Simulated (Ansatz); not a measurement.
# BBrFH3: the cost of one run

Method: RKS B3LYP-D4/def2-SVP, in Ansatz 0.2.0.

## Step 1: Starting point

Bond lengths: B1–F2 1.670 Å, B1–H3 1.190 Å, B1–H4 1.190 Å, B1–Br5 2.340 Å, Br5–H6 1.506 Å. Angles: F2–B1–H3 120.0°, F2–B1–H4 120.0°, F2–B1–Br5 71.6°, H3–B1–H4 120.0°, H3–B1–Br5 97.0°, H4–B1–Br5 101.2°, B1–Br5–H6 58.3°.

As a file:

```xyz
6

B     0.0000    0.0000    0.0000
F     0.0000    0.0000    1.6700
H     1.0305    0.0000   -0.5950
H    -1.0305    0.0000   -0.5950
Br    0.0978   -2.2185    0.7379
H     0.0469   -1.0647    1.7044
```

## Step 2: A restrained relaxation towards end A

Springs on the bonds that form and break draw the guess towards this end; the thresholds are loose.

Contents of input.yaml:

```yaml
crystal:
  periodic: [false, false, false]
  atoms:
    - { symbol: B, position_ang: [0.0, 0.0, 0.0] }
    - { symbol: F, position_ang: [0.0, 0.0, 1.67] }
    - { symbol: H, position_ang: [1.0305, 0.0, -0.595] }
    - { symbol: H, position_ang: [-1.0305, 0.0, -0.595] }
    - { symbol: Br, position_ang: [0.0978, -2.2185, 0.7379] }
    - { symbol: H, position_ang: [0.0469, -1.0647, 1.7044] }
basis:
  gaussian: { orbitals: def2-SVP }
hamiltonian:
  xc: b3lyp
  dispersion: d4
relax:
  f_tol: 0.15
  max_steps: 25
  restrain:
    - { distance: [0, 4], at: 3.24, k: 30.0 }
    - { distance: [5, 1], at: 2.12, k: 30.0 }
    - { distance: [0, 1], at: 1.32, k: 30.0 }
    - { distance: [5, 4], at: 1.55, k: 30.0 }
```

Started as:

```sh
$ ansatz run input.yaml --threads 1 --pin off --max-ram 2048MiB --backend cpu --events-out ev --progress --plain --runs-dir out
```

What time and memory should one allow on 1 thread of AMD EPYC 9R45 (Zen 5), shared host?

About 6.8 s, with a peak of 0.19 GiB.
